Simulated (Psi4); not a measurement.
# LC-wPBE/def2-SVPD (density fitting, core potential) run of SnHSCl (SMILES [SH][Sn][Cl])

What is the energy change on altering one bond length of SnHSCl at LC-wPBE/def2-SVPD (density fitting, core potential)? 

Program for the calculation: Psi4 1.11.

2 further runs of the same task are left out: 1 that didn't finish, 1 set aside as unsound or not needed.

### Step 1. The molecule

SnHSCl has 4 atoms, charge 0, and is taken as a singlet. SMILES: `[SH][Sn][Cl]`. The shape is that of a PBE0-D4/def2-TZVP optimisation.

Bond lengths: S1–Sn2 2.427 Å, Sn2–Cl3 2.379 Å, S1–H4 1.344 Å. Angles: S1–Sn2–Cl3 96.5°, Sn2–S1–H4 93.1°.

### Step 2. The polarisability at LC-wPBE/def2-SVPD (density fitting, core potential)

The input, calc.inp:

```
memory 1600 mb

molecule m {
  0 1
  S
  Sn 1 r2
  Cl 2 r3 1 a3
  H 1 r4 2 a4 3 d4

  r2 = 2.427297
  r3 = 2.379286
  a3 = 96.54851
  r4 = 1.344171
  a4 = 93.12835
  d4 = -0.01256
  symmetry c1
}

set {
  basis def2-SVPD
}

energy_value, wavefunction = properties('lc-wpbe', properties=['dipole_polarizabilities'], return_wfn=True)
```

Run with:

```sh
$ psi4 -n 1 calc.inp calc.out
```

calc.out:

```text
[...]
    !!!  WARNING: ECP capability is in beta. Please check occupations closely.  !!!
[...]
  Running in c1 symmetry.
[...]
  Nuclear repulsion =  213.489053618074252
[...]
  Multiplicity = 1
[...]
  Nalpha       = 28
  Nbeta        = 28
[...]
    Number of basis functions: 94
[...]
   @DF-RKS iter   1: -1072.76925923604358   -1.31393e+00   4.51284e-03 DIIS/ADIIS
[...]
   @DF-RKS iter   8: -1072.86813516314237   -1.02391e-07   5.13734e-07 DIIS
[...]
    Orbital Energies [Eh]
    ---------------------
    Doubly Occupied:
       1A   -100.851494     2A    -88.264748     3A     -9.387331
       4A     -7.908666     5A     -7.209534     6A     -7.204547
       7A     -7.203341     8A     -5.929861     9A     -5.925808
      10A     -5.922154    11A     -5.171719    12A     -3.555687
      13A     -3.549809    14A     -3.544604    15A     -1.188727
      16A     -1.185620    17A     -1.182440    18A     -1.181320
      19A     -1.176797    20A     -0.943809    21A     -0.870989
      22A     -0.611243    23A     -0.527715    24A     -0.458694
      25A     -0.446368    26A     -0.431104    27A     -0.387108
      28A     -0.367286
[...]
  @DF-RKS Final Energy: -1072.86813516314237
   => Energetics <=
    Nuclear Repulsion Energy =            213.4890536180742515
    One-Electron Energy =               -1987.9127063130949864
    Two-Electron Energy =                 762.1386641970924529
    DFT Exchange-Correlation Energy =     -60.5831466652139738
    Empirical Dispersion Energy =           0.0000000000000000
    VV10 Nonlocal Energy =                  0.0000000000000000
    Total Energy =                      -1072.8681351631423695
[...]
 Multipole Moments:
 ------------------------------------------------------------------------------------
     Multipole            Electronic (a.u.)      Nuclear  (a.u.)        Total (a.u.)
 ------------------------------------------------------------------------------------
 L = 1.  Multiply by 2.5417464519 to convert [e a0] to [Debye]
 Dipole X            :         -0.0003253            0.0003890            0.0000636
 Dipole Y            :         31.9420163          -31.1460929            0.7959233
 Dipole Z            :         30.0352732          -29.6062429            0.4290303
 Magnitude           :                                                    0.9041908
[...]
```

It took 12 s on 1 thread of INTEL XEON PLATINUM 8581C at 2.30GHz (Emerald Rapids), shared host; peak memory 0.52 GiB.

### Step 3. The distorted shape at the same level

The input, input.inp:

```
memory 1600 MB

molecule m {
  0 1
  S     -2.45811795     4.89681896    -2.28531950
  Sn    -5.44653084     1.41934495    -2.15700710
  Cl    -2.64123241    -1.60157124    -0.36252317
  H      2.22364073     1.42353069     0.23319220
  units bohr
  symmetry c1
}

set {
  reference rks
}

e = properties('lc-wpbe/def2-SVPD', properties=['dipole_polarizabilities'])
```

Run with:

```sh
$ psi4 -i input.inp -o input.out -n 1
```

input.out:

```text
[...]
    !!!  WARNING: ECP capability is in beta. Please check occupations closely.  !!!
[...]
  Running in c1 symmetry.
[...]
  Nuclear repulsion =  208.252518680306821
[...]
  Multiplicity = 1
[...]
  Nalpha       = 28
  Nbeta        = 28
[...]
    Number of basis functions: 94
[...]
   @DF-RKS iter   1: -1072.34298074375170   -1.26621e+00   5.66947e-03 ADIIS/DIIS
[...]
   @DF-RKS iter  13: -1072.63635049916775   -1.09504e-07   6.70529e-07 DIIS
[...]
    Orbital Energies [Eh]
    ---------------------
    Doubly Occupied:
       1A   -100.859351     2A    -88.279971     3A     -9.394893
       4A     -7.919724     5A     -7.217881     6A     -7.211679
       7A     -7.210668     8A     -5.944521     9A     -5.935824
      10A     -5.932364    11A     -5.173928    12A     -3.557992
      13A     -3.551748    14A     -3.547009    15A     -1.190850
      16A     -1.187571    17A     -1.184212    18A     -1.183517
      19A     -1.178793    20A     -0.947440    21A     -0.823095
      22A     -0.599312    23A     -0.459855    24A     -0.450768
      25A     -0.449994    26A     -0.377745    27A     -0.367476
      28A     -0.343655
[...]
  @DF-RKS Final Energy: -1072.63635049916775
   => Energetics <=
    Nuclear Repulsion Energy =            208.2525186803068209
    One-Electron Energy =               -1977.2838147856209616
    Two-Electron Energy =                 756.8154623927246121
    DFT Exchange-Correlation Energy =     -60.4205167865782542
    Empirical Dispersion Energy =           0.0000000000000000
    VV10 Nonlocal Energy =                  0.0000000000000000
    Total Energy =                      -1072.6363504991677473
[...]
 Multipole Moments:
 ------------------------------------------------------------------------------------
     Multipole            Electronic (a.u.)      Nuclear  (a.u.)        Total (a.u.)
 ------------------------------------------------------------------------------------
 L = 1.  Multiply by 2.5417464519 to convert [e a0] to [Debye]
 Dipole X            :        -43.8924163           43.1435102           -0.7489061
 Dipole Y            :         -2.8650558            2.6342007           -0.2308551
 Dipole Z            :        -12.8045168           12.6416466           -0.1628703
 Magnitude           :                                                    0.8004256
[...]
```

Wall time 15 s (1 thread of INTEL XEON PLATINUM 8581C at 2.30GHz (Emerald Rapids), shared host); peak memory 0.51 GiB.

### Step 4. Results

Level: LC-wPBE/def2-SVPD (density fitting, core potential).

```
                                                         quantity           value
                                        first shape: total energy  -1072.86814 Eh
                                       first shape: dipole moment          2.30 D
                                         first shape: HOMO energy        -9.99 eV
                                         first shape: LUMO energy        -0.93 eV
                                       first shape: HOMO–LUMO gap         9.06 eV
                          first shape: mean static polarisability      76.7 bohr³
                                    distorted shape: total energy  -1072.63635 Eh
                                   distorted shape: dipole moment          2.03 D
                                     distorted shape: HOMO energy        -9.35 eV
                                     distorted shape: LUMO energy        -4.12 eV
                                   distorted shape: HOMO–LUMO gap         5.23 eV
                      distorted shape: mean static polarisability     116.3 bohr³
energy change with the S1–H4 bond stretched from 1.344 to 3.360 Å        6.307 eV
```

**Reading.** With the S1–H4 bond stretched from 1.344 to 3.360 Å the energy rises by 6.31 eV (145 kcal/mol). The first shape isn't relaxed at this level, so the change isn't measured from a minimum. A restricted reference can't describe the breaking bond well at this length.
